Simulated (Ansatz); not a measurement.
# ClH3SSn, SMILES [SH][SnH2][Cl]: a rigid torsion scan

Program: Ansatz's Python interface.

Script `torsion.py`:
```python
# -*- coding: utf-8 -*-
"""Rigid torsion scan of ClH3SSn."""

import ansatz as az
from ase import Atoms

atoms = Atoms(["S", "Sn", "Cl", "H", "H", "H"], positions=[
    (-1.1475, -1.5948, -0.0639),
    (0.4222, 0.1957, 0.3061),
    (-0.6413, 2.2987, 0.0262),
    (-1.387, -1.0758, -1.3814),
    (1.7352, 0.035, -0.8647),
    (1.0604, 0.0773, 1.9315),
])

# start the scan from a relaxed geometry
first = (
    az.Crystal.molecule_from_ase(atoms).calculation()
    .basis(gaussian="def2-SVP")
    .functional("pbe0")
    .relax(force_tolerance=0.02, max_steps=80)
)
atoms.positions = first.run().report["positions_ang"]

start = atoms.get_dihedral(2, 1, 0, 3)
energies = {}
for turn in range(0, 360, 40):
    turned = atoms.copy()
    turned.set_dihedral(2, 1, 0, 3, start + turn, indices=[0, 3])
    base = az.Crystal.molecule_from_ase(turned).calculation()
    base = base.basis(gaussian="def2-SVP").functional("pbe0")
    energies[round((start + turn) % 360)] = base.run().report["free_energy_ev"]
floor = min(energies.values())
print("dihedral Cl2-Sn1-S0-H3 (deg)   E - E(min) (kcal/mol)")
for angle, e in sorted(energies.items()):
    print(f"{angle:8d} {23.060548 * (e - floor):14.3f}  " + "#" * int(30 * (e - floor) / max(max(energies.values()) - floor, 1e-9)))
```

`python torsion.py` gives:
```text
dihedral Cl2-Sn1-S0-H3 (deg)   E - E(min) (kcal/mol)
      34          0.689  #########
      74          0.000
     114          0.830  ##########
     154          2.150  ############################
     194          2.281  ##############################
     234          1.204  ###############
     274          0.288  ###
     314          0.729  #########
     354          1.314  #################
```

What to keep in mind:
- The scan is rigid and the energies are electronic, in a modest basis. With rigid groups the curve can differ much from the relaxed path, the start wasn't checked as a minimum of this torsion, and equivalent turns needn't return to the same energy.
- def2 sets replace the cores of elements past krypton by effective core potentials.
- Wall time of the script: 57 s on 1 thread of Arm Neoverse V1, with other jobs on the host, peak memory 0.24 GiB.
